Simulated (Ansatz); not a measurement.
# F2H4SSi: the cost of one run

All numbers below are computed with Ansatz 0.2.0 (RHF/def2-SVP).

## Step 1: Starting point

Bond lengths: Si1–F2 1.940 Å, Si1–H3 1.460 Å, Si1–F4 1.589 Å, Si1–H5 1.459 Å, Si1–S6 2.460 Å, S6–H7 1.400 Å, S6–H8 1.595 Å. Angles: F2–Si1–H3 109.5°, F2–Si1–F4 109.5°, F2–Si1–H5 109.5°, F2–Si1–S6 71.6°, H3–Si1–F4 109.5°, H3–Si1–H5 109.5°, H3–Si1–S6 178.9°, F4–Si1–H5 109.5°, F4–Si1–S6 69.8°, H5–Si1–S6 70.1°, Si1–S6–H7 109.5°, Si1–S6–H8 61.2°, H7–S6–H8 141.3°.

As a file:

```xyz
8

Si    0.0000    0.0000    0.0000
F     0.0000    0.0000    1.9400
H     1.3768    0.0000   -0.4862
F    -0.7489    1.2974   -0.5295
H    -0.6877   -1.1914   -0.4862
S    -2.3345    0.0074    0.7757
H    -3.0926   -0.8639   -0.0155
H    -1.1646    0.0037    1.8597
```

## Step 2: Pulling towards end A

Springs on the bonds that form and break draw the guess towards this end; the thresholds are loose.

input.yaml reads:

```yaml
crystal:
  periodic: [false, false, false]
  atoms:
    - { symbol: Si, position_ang: [0.0, 0.0, 0.0] }
    - { symbol: F, position_ang: [0.0, 0.0, 1.94] }
    - { symbol: H, position_ang: [1.3768, 0.0, -0.4862] }
    - { symbol: F, position_ang: [-0.7489, 1.2974, -0.5295] }
    - { symbol: H, position_ang: [-0.6877, -1.1914, -0.4862] }
    - { symbol: S, position_ang: [-2.3345, 0.0074, 0.7757] }
    - { symbol: H, position_ang: [-3.0926, -0.8639, -0.0155] }
    - { symbol: H, position_ang: [-1.1646, 0.0037, 1.8597] }
basis:
  gaussian: { orbitals: def2-SVP }
hamiltonian:
  xc: hf
relax:
  f_tol: 0.15
  max_steps: 25
  restrain:
    - { distance: [0, 5], at: 3.36, k: 30.0 }
    - { distance: [7, 1], at: 2.12, k: 30.0 }
    - { distance: [0, 1], at: 1.59, k: 30.0 }
    - { distance: [7, 5], at: 1.4, k: 30.0 }
```

On the command line:

```bash
$ ansatz run input.yaml --threads 1 --pin off --max-ram 2048MiB --backend cpu --events-out ev --progress --plain --runs-dir out
```

**Question.** How long does this run take on 1 thread of Intel Xeon 6975P-C (Granite Rapids), shared host, and how much memory does it need?

About 11 s, with a peak of 0.17 GiB.
